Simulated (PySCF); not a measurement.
# From one method to the next for SiSn⁺ (quartet)

What do other methods print for SiSn⁺ (quartet)?

The runs use PySCF 2.14.0; method and basis as typed in the scripts.

8 further runs of the same task are left out: 1 for a known fault of the program, 7 that didn't finish.

## Step 1: The system as given

SiSn⁺ (quartet): 2 atoms, charge 1, spin multiplicity 4.

Bond lengths: Si1–Sn2 2.565 Å.

## Step 2: Base script

File input.py:

```python
from pyscf import gto, scf, mcscf

mol = gto.M(
    atom='Si 0 0 0; Sn 0 0 2.565',
    basis='def2-svpd',
    ecp={'Sn': 'def2-svpd'},
    charge=1,
    spin=3,
    verbose=3,
)
mf = scf.ROHF(mol)
mf.kernel()
mc = mcscf.CASCI(mf, 5, 5)
mc.kernel()
mc.analyze()
mf.dip_moment()
print('orbital energies (hartree):', mf.mo_energy[..., max(0, mol.nelec[1]-3):mol.nelec[0]+3].round(4))
```

Run with:

```console
$ python input.py
```

## Step 3: Geometry optimisation

Variant 1 changes step after the SCF: casci → optimize.

File input.py:

```python
from pyscf import gto, scf
from pyscf.geomopt.geometric_solver import optimize

mol = gto.M(
    atom='Si 0 0 0; Sn 0 0 2.565',
    basis='def2-svpd',
    ecp={'Sn': 'def2-svpd'},
    charge=1,
    spin=3,
    verbose=3,
)
mf = scf.ROHF(mol)
mf.kernel()
mol_eq = optimize(mf, maxsteps=30)
print('optimised geometry (angstrom)')
print(mol_eq.tostring('raw'))
print('orbital energies (hartree):', mf.mo_energy[..., max(0, mol.nelec[1]-3):mol.nelec[0]+3].round(4))
```

## Step 4: MP2 (UHF)

Variant 2 changes step after the SCF: casci → mp2; SCF type: ROHF → UHF; frozen orbitals: none → 9.

File input.py:

```python
from pyscf import gto, scf, mp

mol = gto.M(
    atom='Si 0 0 0; Sn 0 0 2.565',
    basis='def2-svpd',
    ecp={'Sn': 'def2-svpd'},
    charge=1,
    spin=3,
    verbose=3,
)
mf = scf.UHF(mol)
mf.kernel()
mp.MP2(mf, frozen=9).kernel()
mf.dip_moment()
print('orbital energies (hartree):', [e[max(0, n-3):n+3].round(4) for e, n in zip(mf.mo_energy, mol.nelec)])
```

## Step 5: Camb3lyp (ROKS)

Variant 3 changes functional: none (Hartree–Fock) → camb3lyp; SCF type: ROHF → ROKS; step after the SCF: casci → analyze.

Edit input.py of step 2 so:

```diff
@@ -1,2 +1,2 @@
-from pyscf import gto, scf, mcscf
+from pyscf import gto, dft
 
@@ -10,7 +10,5 @@
 )
-mf = scf.ROHF(mol)
+mf = dft.ROKS(mol, xc='camb3lyp')
 mf.kernel()
-mc = mcscf.CASCI(mf, 5, 5)
-mc.kernel()
-mc.analyze()
+mf.mulliken_pop()
 mf.dip_moment()
```

## Step 6: MP2 (UHF)

Variant 4 changes step after the SCF: casci → mp2; SCF type: ROHF → UHF.

File input.py:

```python
from pyscf import gto, scf, mp

mol = gto.M(
    atom='Si 0 0 0; Sn 0 0 2.565',
    basis='def2-svpd',
    ecp={'Sn': 'def2-svpd'},
    charge=1,
    spin=3,
    verbose=3,
)
mf = scf.UHF(mol)
mf.kernel()
mp.MP2(mf).kernel()
mf.dip_moment()
print('orbital energies (hartree):', [e[max(0, n-3):n+3].round(4) for e, n in zip(mf.mo_energy, mol.nelec)])
```

## Step 7: UHF

Variant 5 changes SCF type: ROHF → UHF.

File input.py:

```python
from pyscf import gto, scf, mcscf

mol = gto.M(
    atom='Si 0 0 0; Sn 0 0 2.565',
    basis='def2-svpd',
    ecp={'Sn': 'def2-svpd'},
    charge=1,
    spin=3,
    verbose=3,
)
mf = scf.UHF(mol)
mf.kernel()
mc = mcscf.CASCI(mf, 5, 5)
mc.kernel()
mc.analyze()
mf.dip_moment()
print('orbital energies (hartree):', [e[max(0, n-3):n+3].round(4) for e, n in zip(mf.mo_energy, mol.nelec)])
```

## Step 8: NEVPT2

Variant 6 changes step after the SCF: casci → nevpt2; active space: 5 electrons in 5 orbitals → 9 electrons in 8 orbitals.

Edit input.py of step 2 so:

```diff
@@ -1,2 +1,2 @@
-from pyscf import gto, scf, mcscf
+from pyscf import gto, scf, mcscf, mrpt
 
@@ -12,5 +12,6 @@
 mf.kernel()
-mc = mcscf.CASCI(mf, 5, 5)
+mc = mcscf.CASSCF(mf, 8, 9)
 mc.kernel()
 mc.analyze()
+mrpt.NEVPT(mc).kernel()
 mf.dip_moment()
```

Before running it: what results should come out? Wanted: for each run, E(SCF); from base; after the SCF.

The runs gave:

| run | E(SCF) (hartree) | from base (eV) | after the SCF |
| --- | --- | --- | --- |
| base | -501.890795 | 0 | CASCI correlation -0.279 eV |
| geometry optimisation | -501.890795 | 0.0000 | bond 2.541 Å, -0.003 eV |
| MP2 (UHF) | -501.893266 | -0.0672 | MP2 correlation -3.478 eV, core frozen |
| camb3lyp (ROKS) | -503.330272 | not comparable | n/a |
| MP2 (UHF) | -501.893266 | -0.0672 | MP2 correlation -4.222 eV |
| UHF | -501.893266 | -0.0672 | CASCI correlation -0.155 eV |
| NEVPT2 | -501.890795 | 0.0000 | NEVPT2 correlation -4.557 eV (from the SCF energy, the CASSCF gain included) |

SCF columns refer to the geometry typed in the script.

What this shows: Total energies of different functionals can't be compared with each other; differences within one functional can. The dearest run is “geometry optimisation”, at 6.4 s against 1 s.
